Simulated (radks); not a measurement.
# Ru²⁺ in [Kr] 4d6: an all-electron calculation

What are the levels of the ruthenium ion Ru2+, how large are its shells, and how does its energy divide?

Program: radks (a radial shooting solver on a logarithmic mesh, Libxc functionals) version 1. Level of theory: scalar-relativistic Kohn-Sham, PBE, spin-polarised, spherical densities, finite nucleus; open shells are filled with parallel spins first. These are calculated values, not measurements, unless marked.

**1. The system**

```
element            : ruthenium (Z = 44)
charge             : +2
electrons          : 42
configuration      : [Kr] 4d6
nuclear rms radius : 4.4809 fm
```

The outer shells:

Ru²⁺
```
[Kr] core
4d [↑↓][↑ ][↑ ][↑ ][↑ ]
```

**2. Self-consistent calculation**

The run's settings:

```text
Z 44
configuration [Kr] 4d6
relativity scalar-relativistic
functional pbe,pbe
spin polarised
nucleus finite rms 4.4809 fm
c 137.035999084
```

Launch:

```console
$ python run_ks.py task.json out
```

All runs below come from this command, one after another.

**Question.** What will this run give?

**Answer**, as computed:

| quantity | value |
| --- | --- |
| total energy | -4529.84944 hartree |
| exchange-correlation share of it | 2.93 % |
| −T/E | 1.0341 |
| highest occupied level | 4d down, -22.335 eV |
| most extended occupied level | 4d down, <r> = 1.54 bohr |
| radius at density 0.001 e/bohr³ | 3.47 bohr |
| maxima of the radial density | 4 |
| ionisation energy, NIST | 28.470 (semi-emp.) eV |

What this shows: 4 principal shells are occupied and 4 maxima appear in the radial density. −T/E is 1.034: with relativity the kinetic term as defined here no longer equals −E. The top level binds by 22.335 eV, 78 % of the NIST ionisation energy of 28.470 eV; the potential of a semilocal functional falls off too fast, so its top eigenvalue is too shallow. Open shells are spherical and high-spin; term and fine-structure splittings are not resolved.
